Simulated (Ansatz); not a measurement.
**RuFBr: the cell at several levels of theory**

The task here is to estimate one member of a computed series from the others.

Program: Ansatz 0.2.0. PAW datasets, plane waves, zero pressure. Note: simulated data, non-magnetic, for a generated structure that need not be the stable one.

## The cell

The sheet's in-plane cell has a = 3.389 Å, b = 3.389 Å (γ = 120.0°), and its outermost atoms lie 2.75 Å apart along the normal. Ru has 3 Br at 2.39 Å and 3 F at 2.39 Å; F has 3 Ru at 2.39 Å; Br has 3 Ru at 2.39 Å.

The structure in full:

```
CELL_PARAMETERS angstrom
3.38933 0.00000 0.00000
-1.69466 2.93524 0.00000
0.00000 0.00000 18.00000
ATOMIC_POSITIONS crystal
Ru 0.00000 0.00000 0.50000
F 0.33333 0.66667 0.57651
Br 0.66667 0.33333 0.42349
```
Two periodic directions, a and b.

The first run:

input.yaml reads:

```yaml
crystal:
  lattice:
    - [3.38932558, 0.0, 0.0]
    - [-1.69466279, 2.935242054, 0.0]
    - [0.0, 0.0, 18.0]
  atoms:
    - { symbol: Ru, position: [0.0, 0.0, 0.5] }
    - { symbol: F, position: [0.3333333333, 0.6666666667, 0.5765117707] }
    - { symbol: Br, position: [0.6666666667, 0.3333333333, 0.4234882293] }
  periodic: [true, true, false]
kpoints:
  mp_grid: { grid: [12, 12, 1] }
hamiltonian:
  xc: pbe
scf:
  occupations: { method: fermi_dirac, width: 0.02 }
relax:
  f_tol: 0.005
  cell: {}
output:
  write_density: true
  write_potential: true
  elf: true
  volumetric_format: npy
```

Run with:

```
> ansatz run input.yaml --threads 4 --pin off --max-ram 5529MiB --backend cpu --events-out ev --progress --plain --runs-dir out
```

Among the steps run: PBE: cell and atoms; Relaxation with r2SCAN; Relaxation with PBEsol; LDA: cell and atoms; Relaxing with HSE06.

One of the session's tables, all rows but one given; the rest of the session is left out.

```
 level  a (Å)  area (Å²/atom)
   PBE  3.576           3.692
r2SCAN      ?               ?
PBEsol  3.521           3.578
   LDA  3.491           3.518
 HSE06  3.531           3.599
```

Estimate the missing values for r2SCAN.

As computed: a (Å): 3.546; area (Å²/atom): 3.629. In the column «a (Å)» it lies between HSE06 (3.531) and PBE (3.576).

In words: From the start to the first minimum the area moved by +11.3 %. LDA gives the smallest cell and PBE the largest; they differ by 5.0 % in area, a mean of 2.5 % in length. The meshes differ: PBE 12×12×1, r2SCAN 12×12×1, PBEsol 12×12×1, LDA 12×12×1, HSE06 6×6×1.

Limits of these values: Warnings in the runs' records: xc potential rough in thin density, slab cell height set.
